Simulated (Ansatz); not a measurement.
# C₄F₈: how energies converge with the basis set

The task here is to estimate one member of a computed series from the others.

Program: Ansatz 0.2.0, Gaussian basis. Level of theory: one geometry, several basis sets. These are calculated values, not measurements.

Levels to be run: PBE0-D4/def2-SVP; ωB97M-V/def2-SVP; PBE0-D4/def2-QZVPP; ωB97M-V/def2-QZVPP; the functionals' def2-TZVPP values are taken from earlier runs.

## The relaxed structure

All runs share one geometry, relaxed beforehand with PBE0-D4 in a triple-zeta def2 set.

SMILES `F/C(=C(\F)C(F)(F)F)C(F)(F)F`, 12 atoms, charge 0, spin multiplicity 1.

Atoms are counted from 1 here; the program's logs count them from 0.

Bond lengths: F1–C2 1.322 Å, C2–C3 1.328 Å, C2–C9 1.517 Å, C3–F4 1.322 Å, C3–C5 1.513 Å, C5–F6 1.334 Å, C5–F7 1.329 Å, C5–F8 1.328 Å, C9–F10 1.328 Å, C9–F11 1.330 Å, C9–F12 1.333 Å. Angles: F1–C2–C3 118.9°, F1–C2–C9 113.1°, C3–C2–C9 128.0°, C2–C3–F4 119.1°, C2–C3–C5 128.3°, F4–C3–C5 112.7°, C3–C5–F6 111.3°, C3–C5–F7 109.0°, C3–C5–F8 111.9°, F6–C5–F7 107.9°, F6–C5–F8 108.3°, F7–C5–F8 108.3°, C2–C9–F10 109.0°, C2–C9–F11 111.7°, C2–C9–F12 111.7°, F10–C9–F11 108.2°, F10–C9–F12 107.9°, F11–C9–F12 108.2°.

Coordinates:

```tsv
atom	x (Å)	y (Å)	z (Å)
F1	-0.93478	-1.11793	1.82913
C2	-0.36127	-0.59130	0.76119
C3	-0.51641	0.70561	0.52400
F4	-1.27526	1.42070	1.33680
C5	0.07359	1.53050	-0.59889
F6	-0.74633	1.57606	-1.64960
F7	0.25867	2.77548	-0.17160
F8	1.24412	1.05130	-1.00379
C9	0.40899	-1.60626	-0.06172
F10	-0.04985	-2.82219	0.21161
F11	0.26473	-1.39209	-1.36616
F12	1.71090	-1.58499	0.22293
```

Set-up of the first run:

in.yaml reads:

```yaml
crystal:
  periodic: [false, false, false]
  atoms:
    - {symbol: F, position_ang: [-0.934783, -1.117925, 1.829134]}
    - {symbol: C, position_ang: [-0.361270, -0.591297, 0.761186]}
    - {symbol: C, position_ang: [-0.516409, 0.705615, 0.524001]}
    - {symbol: F, position_ang: [-1.275263, 1.420701, 1.336799]}
    - {symbol: C, position_ang: [0.073591, 1.530498, -0.598886]}
    - {symbol: F, position_ang: [-0.746333, 1.576056, -1.649597]}
    - {symbol: F, position_ang: [0.258674, 2.775482, -0.171601]}
    - {symbol: F, position_ang: [1.244120, 1.051302, -1.003794]}
    - {symbol: C, position_ang: [0.408995, -1.606263, -0.061724]}
    - {symbol: F, position_ang: [-0.049849, -2.822190, 0.211613]}
    - {symbol: F, position_ang: [0.264727, -1.392087, -1.366164]}
    - {symbol: F, position_ang: [1.710899, -1.584989, 0.222932]}
basis:
  gaussian: {orbitals: def2-SVP}
hamiltonian: {xc: pbe0, dispersion: d4}
output: {orbitals: {seedname: orbitals}}
```

Run with:

```
> ansatz run in.yaml --threads 4 --pin off --events-out ev --progress --plain --max-ram 66560MiB --backend cpu
```

Steps of the session up to this table: PBE0-D4 in def2-SVP; ωB97M-V in def2-SVP; PBE0-D4 in def2-QZVPP; ωB97M-V in def2-QZVPP.

One of the session's tables, all rows but one given; the rest of the session is left out.

It belongs to the step «Density functionals: the series». 

```
functional       basis  HOMO (eV)
   PBE0-D4    def2-SVP      -8.75
   PBE0-D4  def2-TZVPP      -8.85
   PBE0-D4  def2-QZVPP      -8.89
   ωB97M-V    def2-SVP          ?
   ωB97M-V  def2-TZVPP     -11.12
   ωB97M-V  def2-QZVPP     -11.17
```

Q: Estimate the row for ωB97M-V, def2-SVP from the others.

As computed: HOMO (eV): -10.98. In the column «HOMO (eV)» it lies between ωB97M-V, def2-TZVPP (-11.12) and PBE0-D4, def2-QZVPP (-8.89).
